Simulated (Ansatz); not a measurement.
This script for Ansatz 0.2.0, Python API starts 4 runs on BaTiO₃, space group P4mm. What input does the engine get in each?

Script `plus_u_batio3.py`:
```python
import warnings

import ansatz as az
import numpy as np

params = {
    "cutoff": 300,
    "kgrid": (6, 6, 6),
    "functional": "r2SCAN",
    "dispersion": "d3bjatm",
    "scf_tol": 1e-07,
    "occupations": "fixed",
}


def count_gap(report):
    # lowest empty less highest filled band, counting bands; zero where they overlap
    return max(report.get("gap_by_band_count_ev") or 0.0, 0.0)

warnings.simplefilter("ignore", az.DeckWarning)

crystal = (
    az.Lattice.of((3.9998, 0.0, 0.0), (0.0, 3.9998, 0.0), (0.0, 0.0, 4.018))
    .atom("Ba", (0.0, 0.0, 0.0))
    .atom("Ti", (0.5, 0.5, 0.49))
    .atom("O", (0.5, 0.5, 0.019))
    .atom("O", (0.5, 0.0, 0.517))
    .atom("O", (0.0, 0.5, 0.517))
)

setup = (
    crystal.calculation()
    .basis(params["cutoff"], xc_grid=2)
    .kpoints(*params["kgrid"], center="monkhorst-pack")
    .accuracy("medium")
    .functional(params["functional"], dispersion=params["dispersion"])
    .eigensolver("davidson")
    .scf(tolerance=params["scf_tol"])
    .occupations(params["occupations"])
    .band_table()
)
rows = []
for u in [2.0, 4.0, 6.0, 8.0]:
    report = setup.hubbard("Ti", "d", u_eff=u, projectors="atomic").run(threads=1, pin="off").report
    shell = report["hubbard"]["n_scf"]
    rows.append((u, count_gap(report), sum(shell) / len(shell), report["n_iterations"]))
print("      U_eff eV  gap by band count eV  Ti d occupation (projector)      iterations")
for row in rows:
    print(f"{str(row[0]):>14s}  {row[1]:20.3f}  {row[2]:27.4f}  {row[3]:14d}")
```

Run 1:
```yaml
crystal:
  lattice:
    - [3.9998, 0.0, 0.0]
    - [0.0, 3.9998, 0.0]
    - [0.0, 0.0, 4.018]
  atoms:
    - { symbol: Ba, position: [0.0, 0.0, 0.0] }
    - { symbol: Ti, position: [0.5, 0.5, 0.49] }
    - { symbol: O, position: [0.5, 0.5, 0.019] }
    - { symbol: O, position: [0.5, 0.0, 0.517] }
    - { symbol: O, position: [0.0, 0.5, 0.517] }
accuracy: medium
basis:
  ecutwfc: 300.0
  xc_grid: 2
kpoints:
  mp_grid:
    grid: [6, 6, 6]
    shift: [0.5, 0.5, 0.5]
hamiltonian:
  xc: r2scan
  dispersion: d3bjatm
  hubbard:
    sites:
      - { species: Ti, l: d, u_eff: 2.0 }
    projectors: atomic
scf:
  convergence:
    dr2_threshold: 1.0e-07
  occupations:
    method: fixed
  eigensolver:
    kind: davidson
output:
  eigenvalues: true
```

Run 2, against run 1:
```diff
-      - { species: Ti, l: d, u_eff: 2.0 }
+      - { species: Ti, l: d, u_eff: 4.0 }
```

Run 3, against run 1:
```diff
-      - { species: Ti, l: d, u_eff: 2.0 }
+      - { species: Ti, l: d, u_eff: 6.0 }
```

Run 4, against run 1:
```diff
-      - { species: Ti, l: d, u_eff: 2.0 }
+      - { species: Ti, l: d, u_eff: 8.0 }
```

`python plus_u_batio3.py` gives:
```text
      U_eff eV  gap by band count eV  Ti d occupation (projector)      iterations
           2.0                 2.660                       3.6051              10
           4.0                 2.847                       3.5305              10
           6.0                 3.096                       3.4427              10
           8.0                 3.330                       3.3382              10
```

From U = 2 to 8 eV the gap on the mesh goes from 2.66 eV to 3.33 eV.

The cutoff lies under the one recommended for these potentials. No spin polarisation was allowed. Semilocal gaps usually lie well under measured ones. U, its shell and the double counting are chosen to explore, and aren't derived for this compound. With fixed filling the reported Fermi level is the top filled level among the k-points of the SCF. This mesh misses the zone centre, where many direct gaps lie, so the gap can be several times too large. Of the deposited cell: the entry's cell lengths or inner coordinates differ somewhat from later room-temperature determinations. The structure is a deposited one; some such entries were measured under pressure or heat, so a shift against it needn't be the functional's error alone. Levels are Kohn-Sham eigenvalues on this mesh, without spin-orbit coupling. Shell occupations and the effect of U depend on the projectors; a run with no .spin step is spin-unpolarised, and each U may end in a state that isn't the lowest. The script silences the warnings on its input, which a real study should read. By the engine's processor time: 14 s on 1 thread of Intel(R) Xeon(R) Processor @ 2.30GHz, with other jobs on the host, peak memory 0.5 GiB.
